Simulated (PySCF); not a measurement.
# C2H4BClS2: the cost of one run

Computed with PySCF 2.14.0, with density-fitted response routines of our own, on a single molecule in the gas phase. Atoms are numbered from 0 throughout.

## (1) The molecule as given

10 atoms, charge 0, multiplicity 1; geometry from: GFN2-xTB. The atoms were then displaced at random by about 0.01 Å, so the start is not that level's minimum.

Bonds of the start (Å): Cl0–B1 1.75, B1–S2 1.81, S2–C3 1.79, C3–C4 1.53, C4–S5 1.83, S5–B1 1.80, C3–H6 1.08, C3–H7 1.10, C4–H8 1.06, C4–H9 1.11.

## (2) Optimising the geometry at PBE0-D3(BJ)/def2-SVP

Job settings and geometry (Å):

```
{"job": {"xc": "PBE0", "basis": "def2-SVP", "d3": "d3bj", "grid": 1, "shake": 0.01, "kind": "geom"}, "charge": 0, "multiplicity": 1}
Cl     3.260110    -1.041110     0.696420
B      1.631190    -0.516210     0.345990
S      1.034380     1.163410     0.659530
C     -0.505300     0.960880    -0.231940
C     -1.014270    -0.478160    -0.118900
S      0.399000    -1.614290    -0.366810
H     -0.343260     1.230190    -1.267430
H     -1.234830     1.660740     0.205300
H     -1.765310    -0.703760    -0.838790
H     -1.411290    -0.682630     0.895570
```

On the command line:

```
> OMP_NUM_THREADS=1 python probes_run.py task.json out
```

This one command runs all jobs of the session in turn.

**Question.** How long does this first job take on 1 thread of Arm Neoverse V1, shared host, and how much memory does it need?

About 43 s, with a peak of 0.52 GiB.
